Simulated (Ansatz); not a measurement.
# CH4FNOSi: small, medium and large basis sets

One table from this session's results is given with a row withheld; the runs are named, their logs left out.

Program: Ansatz 0.2.0, Gaussian basis. Level of theory: one geometry, several basis sets. These are calculated values, not measurements.

The runs, in order: PBE0-D4/def2-SVP; ωB97M-V/def2-SVP; PBE0-D4/def2-QZVPP; ωB97M-V/def2-QZVPP; the functionals' def2-TZVPP values are taken from earlier runs.

## The relaxed structure

The geometry comes from an earlier relaxation with PBE0-D4 in a triple-zeta def2 set; it is a stationary point, not always the lowest conformer.

9 atoms, charge 0, spin multiplicity 1.

Atoms are counted from 1 here; the program's logs count them from 0.

Bond lengths: N1–C2 1.250 Å, N1–H6 1.014 Å, C2–F3 1.318 Å, C2–O4 1.328 Å, O4–Si5 1.675 Å, Si5–H7 1.483 Å, Si5–H8 1.475 Å, Si5–H9 1.483 Å. Angles: C2–N1–H6 113.3°, N1–C2–F3 119.3°, N1–C2–O4 132.2°, F3–C2–O4 108.4°, C2–O4–Si5 124.3°, O4–Si5–H7 109.2°, O4–Si5–H8 104.6°, O4–Si5–H9 109.3°, H7–Si5–H8 111.9°, H7–Si5–H9 109.8°, H8–Si5–H9 111.8°.

The first run:

Input file in.yaml:

```yaml
crystal:
  periodic: [false, false, false]
  atoms:
    - {symbol: N, position_ang: [1.645696, 0.938538, 0.192961]}
    - {symbol: C, position_ang: [1.378029, -0.267101, 0.000382]}
    - {symbol: F, position_ang: [2.362364, -1.137545, -0.107943]}
    - {symbol: O, position_ang: [0.226866, -0.916464, -0.129506]}
    - {symbol: Si, position_ang: [-1.279500, -0.187510, -0.070111]}
    - {symbol: H, position_ang: [0.821628, 1.525602, 0.262606]}
    - {symbol: H, position_ang: [-1.374699, 0.826091, -1.148140]}
    - {symbol: H, position_ang: [-2.236255, -1.292892, -0.267025]}
    - {symbol: H, position_ang: [-1.455528, 0.464982, 1.249674]}
basis:
  gaussian: {orbitals: def2-SVP}
hamiltonian: {xc: pbe0, dispersion: d4}
output: {orbitals: {seedname: orbitals}}
```

Run with:

```console
ansatz run in.yaml --threads 2 --pin off --events-out ev --progress --plain --max-ram 4352MiB
```

Steps of the session up to this table: PBE0-D4 in def2-SVP; ωB97M-V in def2-SVP; PBE0-D4 in def2-QZVPP; ωB97M-V in def2-QZVPP.

One of the session's tables, all rows but one given; the rest of the session is left out.

It belongs to the step «Density functionals: the series». 

```
functional       basis  HOMO (eV)  LUMO (eV)
   PBE0-D4    def2-SVP      -8.45      -0.05
   PBE0-D4  def2-TZVPP      -8.65      -0.46
   PBE0-D4  def2-QZVPP      -8.69      -0.60
   ωB97M-V    def2-SVP     -10.81       1.90
   ωB97M-V  def2-TZVPP          ?          ?
   ωB97M-V  def2-QZVPP     -11.03       0.89
```

**Question.** Estimate the row for ωB97M-V, def2-TZVPP.

**Answer.** HOMO (eV): -10.99; LUMO (eV): 1.24. In the column «HOMO (eV)» it lies between ωB97M-V, def2-QZVPP (-11.03) and ωB97M-V, def2-SVP (-10.81).
